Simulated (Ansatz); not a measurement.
Input of an Ansatz 0.2.0 run:

File input.yaml:

```yaml
crystal:
  lattice:
    - [3.867014, 0.0, 0.0]
    - [0.0, 3.867014, 0.0]
    - [0.0, 0.0, 3.867014]
  atoms:
    - { symbol: K, position: [-0.001566, 0.01336, 0.001663] }
    - { symbol: Al, position: [0.494543, 0.513323, 0.51448] }
    - { symbol: O, position: [-0.003342, 0.509862, 0.482178] }
    - { symbol: O, position: [0.482249, 0.005179, 0.486262] }
    - { symbol: O, position: [0.504082, 0.50396, 0.002439] }
kpoints:
  mp_grid: { grid: [7, 7, 7] }
scf:
  occupations: { method: fermi_dirac, width: 0.05 }
hamiltonian:
  xc: pbesol
  pseudopotentials: { kind: all_electron, lapw: { basis_error: 0.001 } }
output:
  forces: true
  stress: true
  eigenvalues: true
  populations: true
```

Potentials or basis: all-electron LAPW, scalar-relativistic.

Command:

```console
$ ansatz run input.yaml --threads 4 --pin off --max-ram 12288MiB --backend cpu --events-out ev --progress --plain --runs-dir out
```

Problem. Estimate the Loewdin charges.

Solution. K +0.92; Al +1.06; O -0.59 e.

Problem. What does it give for the band gap on the k mesh?

Solution. None (metal or under the smearing width).

Forces in eV/Å, atoms in the order of the input:
```
K   -0.089 -0.083 -0.123
Al   0.059 -0.281 -0.775
O   -0.122 -0.001  0.526
O    0.306  0.244  0.438
O   -0.154  0.121 -0.066
```
